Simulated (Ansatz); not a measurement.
# CsAuBr3: a short molecular-dynamics run

Aim: set CsAuBr3 (a randomly packed cell, 10 atoms, not relaxed) in motion for 30 steps of 1.5 fs under a Langevin thermostat at 1200 K, and see how temperature, energy and positions respond.

Method: DFT PBE, plane waves, PAW, scalar-relativistic, no spin polarisation, in Ansatz 0.2.0.

The cell holds 10 atoms (Au2Br6Cs2): a = 8.614 Å, b = 6.169 Å, c = 7.456 Å, α = 87.50°, β = 102.39°, γ = 100.09°.

As a file:

```cif
data_structure
_symmetry_space_group_name_H-M 'P 1'
_symmetry_Int_Tables_number 1
_cell_length_a 8.6141
_cell_length_b 6.1686
_cell_length_c 7.4557
_cell_angle_alpha 87.495
_cell_angle_beta 102.389
_cell_angle_gamma 100.086
_cell_volume 380.96
loop_
_atom_site_label
_atom_site_type_symbol
_atom_site_fract_x
_atom_site_fract_y
_atom_site_fract_z
_atom_site_occupancy
Au1 Au 0.68499 0.73238 0.93739 1
Au2 Au 0.96638 0.50720 0.15077 1
Br1 Br 0.04720 0.94878 0.36047 1
Br2 Br 0.17055 0.24623 0.99486 1
Br3 Br 0.71493 0.75216 0.36314 1
Br4 Br 0.39322 0.01701 0.86631 1
Br5 Br 0.03192 0.80824 0.76773 1
Br6 Br 0.39889 0.64403 0.11789 1
Cs1 Cs 0.30427 0.50995 0.58002 1
Cs2 Cs 0.78139 0.25342 0.65295 1
```

The structure above is the start of the run; the results belong to its end.

```
                             quantity                             value
                               length                30 steps of 1.5 fs
     temperature, first and last step                   1080 and 2421 K
             temperature, second half  mean 1676 K, from 1214 to 2421 K
        potential energy, second half       -98 meV/atom from the start
mean square displacement, second half   Br 0.041, Au 0.015, Cs 0.013 Å²
```

In words: Against a set 1200 K the second half averages 1676 K, going from 1220 to 2421 K over that half; the potential energy of that half lies 98 meV/atom under the start, so the atoms have moved to lower-lying arrangements, and the energy set free heats the cell. Over the second half Br atoms stand 0.2 Å (root mean square) from where they began, and the farthest move is 0.5 Å. A run of 45 fs with 10 atoms shows the motion but fixes no equilibrium value.

Which input would start the first run of this session?

A: The one that was run. It is one of several that fit.

The input, input.yaml:

```yaml
crystal:
  lattice:
    - [8.518573, -0.349883, -1.230868]
    - [-0.751405, 6.090284, 0.629156]
    - [-0.566715, -0.506077, 7.416866]
  atoms:
    - { symbol: Au, position: [0.684994, 0.732381, 0.937386] }
    - { symbol: Au, position: [0.966379, 0.507196, 0.15077] }
    - { symbol: Br, position: [0.047204, 0.948778, 0.360469] }
    - { symbol: Br, position: [0.170549, 0.246226, 0.99486] }
    - { symbol: Br, position: [0.714925, 0.75216, 0.363142] }
    - { symbol: Br, position: [0.393223, 0.017011, 0.866311] }
    - { symbol: Br, position: [0.031923, 0.808241, 0.767729] }
    - { symbol: Br, position: [0.398894, 0.644032, 0.117893] }
    - { symbol: Cs, position: [0.304266, 0.509954, 0.580017] }
    - { symbol: Cs, position: [0.781386, 0.253422, 0.652953] }
kpoints:
  mp_grid: { grid: [2, 3, 2] }
magnetization:
  spin_polarized: false
scf:
  occupations: { method: gaussian, width: 0.1 }
hamiltonian:
  pseudopotentials: { kind: paw }
  xc: pbe
basis:
  ecutwfc: 420
md:
  timestep: 1.5
  n_steps: 30
  ensemble: nvt_langevin
  temperature: 1200.0
  initial_velocities: maxwell_boltzmann
  seed: 771400
```

Launch:

```bash
$ ansatz run input.yaml --threads 2 --pin off --max-ram 2560MiB --backend cpu --events-out ev --progress --plain --runs-dir out
```
